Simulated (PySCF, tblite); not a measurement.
# C₆H₄FN: geometry, infrared bands and NMR shifts

Wanted: the infrared bands and NMR shifts of C₆H₄FN (`C#CC(=C)[C@@H](F)C#N`), by calculation.

The runs use tblite 0.8.0 and PySCF 2.14.0, with density-fitted response routines of our own; the level of theory stands in each step. All values are computed, except where a source is named. Atoms are numbered from 0 throughout.

**1. Starting geometry**

12 atoms, charge 0, multiplicity 1; geometry from: force field or distance geometry start.

Bonds of the start (Å): C0–C1 1.20, C1–C2 1.43, C2–C3 1.35, C2–C4 1.51, C4–F5 1.37, C4–C6 1.47, C6–N7 1.17, C0–H8 1.07, C3–H9 1.08, C3–H10 1.09, C4–H11 1.10.

**2. Optimising the geometry with GFN2-xTB**

The job: settings as JSON, then the geometry in Å.

```
{"job": {"kind": "relax", "xc": "GFN2-xTB", "basis": "xTB"}, "charge": 0, "multiplicity": 1}
C     -2.073300    -1.492900     0.256500
C     -1.230800    -0.644900     0.205500
C     -0.192100     0.343400     0.166500
C     -0.261800     1.373900     1.029800
C      0.871800     0.236800    -0.893300
F      1.612100     1.384800    -0.969400
C      1.782800    -0.886400    -0.633300
N      2.500500    -1.783200    -0.430600
H     -2.835400    -2.240600     0.303600
H      0.476800     2.159300     1.037700
H     -1.050600     1.434400     1.783200
H      0.401100     0.114700    -1.882200
```

Started as:

```sh
$ OMP_NUM_THREADS=1 python probes_run.py task.json out
```

This one command runs all jobs of the session in turn.

**Question.** This job is followed by: GFN2-xTB harmonic vibrations, gas phase; GIAO PBE0/pcSseg-1 NMR shielding, non-relativistic, gas phase. What will the session give for the following? strongest single infrared mode (GFN2-xTB); zero-point energy (GFN2-xTB); 13C shifts against TMS (PBE0/pcSseg-1); 1H shifts against TMS (PBE0/pcSseg-1); 19F shifts against CFCl3 (PBE0/pcSseg-1); 15N shifts against NH3 (PBE0/pcSseg-1).

As calculated:

```
                                 quantity                                      value
strongest single infrared mode (GFN2-xTB)                      2410 cm⁻¹, 127 km/mol
             zero-point energy (GFN2-xTB)                              48.8 kcal/mol
   13C shifts against TMS (PBE0/pcSseg-1)  134.7, 131.2, 119.2, 93.4, 82.5, 82.0 ppm
    1H shifts against TMS (PBE0/pcSseg-1)                 6.46, 6.42, 5.56, 2.92 ppm
 19F shifts against CFCl3 (PBE0/pcSseg-1)                                 -218.9 ppm
   15N shifts against NH3 (PBE0/pcSseg-1)                                  316.6 ppm
```

Relaxing lowered the energy by 0.113 eV in 41 steps; the close pair that moved most is C6–N7, from 1.166 to 1.141 Å. All 30 modes are real, so the xTB geometry is a minimum. The strongest single mode, at 2410 cm⁻¹, moves mainly C6 and N7. GFN2-xTB is a fitted tight-binding method: band positions and strengths are rough. Its intensities can rank the bands wrongly. The most deshielded carbon is C3 (terminal =CH2 carbon), at 134.7 ppm: an sp2 carbon of a C=C bond. At PBE0/pcSseg-1: The widest tensor belongs to N7: span 492 ppm, with a paramagnetic part of -387 ppm.
